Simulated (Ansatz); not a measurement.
# CsO2: single point from a Python script

A script is to give a single point; the system is CsO2.

Program: the Python package of Ansatz 0.2.0. Level of theory: DFT PBEsol, plane waves, PAW. These are calculated values, not measurements.

### 1 The structure

Symmetry: P1, No. 1, triclinic system. The conventional cell has a = 4.060 Å, b = 4.120 Å, c = 4.144 Å, α = 90.58°, β = 106.09°, γ = 93.09°. Cs (site symmetry 1) is surrounded by 12 O at 3.11 to 3.40 Å. Around O (site symmetry 1) lie 1 O at 1.35 Å.

Input file cso2.xyz:

```xyz
3
Lattice="2.42915 -3.2513 -0.11059 2.50136 3.30424 -0.0201 -0.10926 0.05547 4.11849" Properties=species:S:1:pos:R:3 pbc="T T T"
Cs    2.34705695    0.08487017    4.02564971
O     2.47038040    2.66243331    2.01738983
O     2.39426868   -2.54999901    2.00638428
```

### 2 The script

Input file run_scf.py:

```python
from pathlib import Path

import ansatz as az
import numpy as np


def main() -> None:
    xtal = az.Crystal.from_extxyz('cso2.xyz')

    calc = (
        xtal.calculation()
        .eigensolver('davidson')
        .accuracy('low')
        .occupations('Gaussian', width=0.05)
        .functional('pbesol')
        .kpoints(5, center='gamma')
        .scf(tolerance=1e-08, max_iterations=60)
        .compute(populations=True, forces=True)
    )
    history = []
    done = calc.session().plan().execute(on_event=lambda event: history.append(event['data']['dr2_ev']) if event['event'] == 'scf_iter' else None)
    data = done.report
    print('density residual by iteration (eV):', ' '.join(f'{value:.1e}' for value in history[:40]))

    for key in ('converged', 'n_iterations', 'n_electrons', 'n_kpoints', 'n_pw', 'n_symmetry_ops', 'free_energy_ev', 'fermi_energy_ev'):
        print(f'{key:18s} {data[key]}')

    files = Path(done.write_results('tables'))
    print((files / 'populations.tsv').read_text())

    atom = int(np.linalg.norm(data['forces_ev_ang'], axis=1).argmax())
    print('force on atom', atom, 'by term (eV/A)')
    for term, rows in data['force_terms_ev_ang'].items():
        if np.abs(rows[atom]).max() > 1e-6:
            print(f'  {term:26s}', np.round(rows[atom], 4))
    print('net force on the cell:', np.round(np.sum(data['forces_ev_ang'], axis=0), 6) + 0.0)

    problems = list(data['published_state_doubts'])
    if not data['converged'] or data.get('closed_by') != 'deck_thresholds':
        problems.append('loop closed by ' + str(data.get('closed_by')))
    print('accepted' if not problems else f'check before use: {problems}')


if __name__ == '__main__':
    main()
```

### 3 The input behind the calls

The package turns the script's settings into the engine's input:

```yaml
crystal:
  lattice:
    - [2.42915, -3.2513, -0.11059]
    - [2.50136, 3.30424, -0.0201]
    - [-0.10926, 0.05547, 4.11849]
  atoms:
    - { symbol: Cs, position: [0.49750999958574227, 0.4985500006379001, 0.9932500008175347] }
    - { symbol: O, position: [0.10839000033490359, 0.9040699988215751, 0.4971599996875919] }
    - { symbol: O, position: [0.9001400000516888, 0.10538999973792632, 0.5118499988103524] }
accuracy: low
kpoints:
  mp_grid:
    grid: [5, 5, 5]
    shift: [0.0, 0.0, 0.0]
hamiltonian:
  xc: pbesol
scf:
  max_iter: 60
  convergence:
    dr2_threshold: 1.0e-08
  occupations:
    method: gaussian
    width: 0.05
  eigensolver:
    kind: davidson
output:
  populations: true
  forces: true
```

### 4 The run

Command:

```console
$ python run_scf.py
```

Q: Predict the main results. Wanted: free energy; gap on the mesh; largest force.

**Answer**, as computed:

| quantity | value |
| --- | --- |
| free energy | -6704.8064 eV (-2234.9355 eV/atom) |
| gap on the mesh | none |
| largest force | 0.395 eV/Å |

The mesh shows no gap. Forces reach 0.40 eV/Å, so the atoms aren't at rest. The cell holds an odd number of electrons and is run without spin, so a magnetic state may lie lower. The mesh is modest for a metal, so energies can be off by several to tens of meV an atom and pressures by half a GPa or more; differences at equal mesh fare better. Only differences from the Fermi energy are physical; the zero of the scale is a convention. The cell is a database structure, distorted on purpose. The atoms and cell were moved off the listed structure at random before the run. Whether this is the phase that is stable at ambient conditions was not tested.
